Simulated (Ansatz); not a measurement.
# C₂H₅NOSn: up Jacob's ladder to CCSD(T)

Aim: compute C₂H₅NOSn with functionals from several rungs and with coupled cluster, and see how far each lands from CCSD(T) at the basis-set limit for the atomisation energy.

Computed with Ansatz 0.2.0, Gaussian basis. Level: functionals in def2-TZVPP, the program's frozen cores in correlated methods.

Plan: PBE-D4, r2SCAN-D4, PBE0-D4, B3LYP-D4, ωB97X-V, ωB97M-V, B2PLYP; CCSD(T)/def2-TZVPP; MP2/def2-QZVPP; extrapolation to the limit.

**1. The geometry**

All runs share one geometry, relaxed beforehand with PBE0-D4 in a triple-zeta def2 set. Sn takes the def2 core potential; no spin-orbit term is included.

SMILES `C1=C[O][SnH2][NH]1`, 10 atoms, charge 0, spin multiplicity 1.

Atoms are counted from 1 here; the program's logs count them from 0.

Bond lengths: C1–C2 1.337 Å, C1–N5 1.414 Å, C1–H6 1.083 Å, C2–O3 1.365 Å, C2–H7 1.083 Å, O3–Sn4 1.990 Å, Sn4–N5 2.027 Å, Sn4–H8 1.702 Å, Sn4–H9 1.711 Å, N5–H10 1.009 Å. Angles: C2–C1–N5 119.6°, C2–C1–H6 121.9°, N5–C1–H6 118.4°, C1–C2–O3 121.5°, C1–C2–H7 123.6°, O3–C2–H7 114.9°, C2–O3–Sn4 107.0°, O3–Sn4–N5 86.5°, O3–Sn4–H8 109.8°, O3–Sn4–H9 112.2°, N5–Sn4–H8 113.9°, N5–Sn4–H9 118.1°, H8–Sn4–H9 113.2°, C1–N5–Sn4 104.9°, C1–N5–H10 114.2°, Sn4–N5–H10 121.1°.

**2. PBE-D4 (GGA)**

in.yaml reads:

```yaml
crystal:
  periodic: [false, false, false]
  atoms:
    - {symbol: C, position_ang: [0.893608, 0.885784, -0.181688]}
    - {symbol: C, position_ang: [1.115506, 0.140310, 0.905679]}
    - {symbol: O, position_ang: [0.300445, -0.904428, 1.232846]}
    - {symbol: Sn, position_ang: [-1.140531, -0.970683, -0.138036]}
    - {symbol: N, position_ang: [-0.158590, 0.542166, -1.062262]}
    - {symbol: H, position_ang: [1.538628, 1.713161, -0.449258]}
    - {symbol: H, position_ang: [1.944229, 0.302270, 1.583688]}
    - {symbol: H, position_ang: [-1.070464, -2.450323, -0.976118]}
    - {symbol: H, position_ang: [-2.682539, -0.643857, 0.527023]}
    - {symbol: H, position_ang: [-0.657291, 1.334402, -1.438874]}
basis:
  gaussian: {orbitals: def2-TZVPP}
hamiltonian: {xc: pbe, dispersion: d4}
output: {forces: true, orbitals: {seedname: orbitals}}
```

Run with:

```console
> ansatz run in.yaml --threads 4 --pin off --events-out ev --progress --plain --max-ram 10444MiB
```

The runs that follow: r2SCAN-D4 (meta-GGA); PBE0-D4 (hybrid); B3LYP-D4 (hybrid); ωB97X-V (range-separated); ωB97M-V (range-separated); B2PLYP (double hybrid); CCSD(T) in def2-TZVPP; MP2 in def2-QZVPP.

Before running them: what should the planned runs give, taken together? Wanted: atomisation energy, CCSD(T)/CBS; farthest; mean size of error, hybrid; mean size of error, range-separated; gap, smallest and largest; T1 diagnostic; triples share of the correlation energy.

**Answer**, as computed:

| quantity | value |
| --- | --- |
| atomisation energy, CCSD(T)/CBS | 37.840 eV |
| functionals within 0.378 eV (1.0 %) | r2SCAN-D4, PBE0-D4, B3LYP-D4, ωB97X-V, ωB97M-V |
| farthest | PBE-D4 (+1.079 eV) |
| mean size of error, hybrid | 0.141 eV |
| mean size of error, range-separated | 0.085 eV |
| gap, smallest and largest | 2.62 eV (PBE-D4), 8.55 eV (ωB97X-V) |
| T1 diagnostic | 0.0153 |
| triples share of the correlation energy | 4.0 % |

In words: PBE-D4 is off by +1.079 eV. Double hybrids carry the basis error of their MP2 part in triple zeta, and no dispersion term here, so their miss is partly the set-up's. The reference freezes the cores and leaves out spin-orbit coupling and excitations past (T), and its outer-core shells are covered unevenly, so misses under about 0.378 eV can't be ranked. All levels share the lack of spin-orbit coupling, which lowers the free heavy atoms and so the true binding. Hartree-Fock recovers 66 % of the binding; the rest is correlation. The gap grows from 2.6 to 8.6 eV across the functionals, mostly with the share of exact exchange. Correlated methods include outer-core shells of Sn, which these sets cover unevenly.
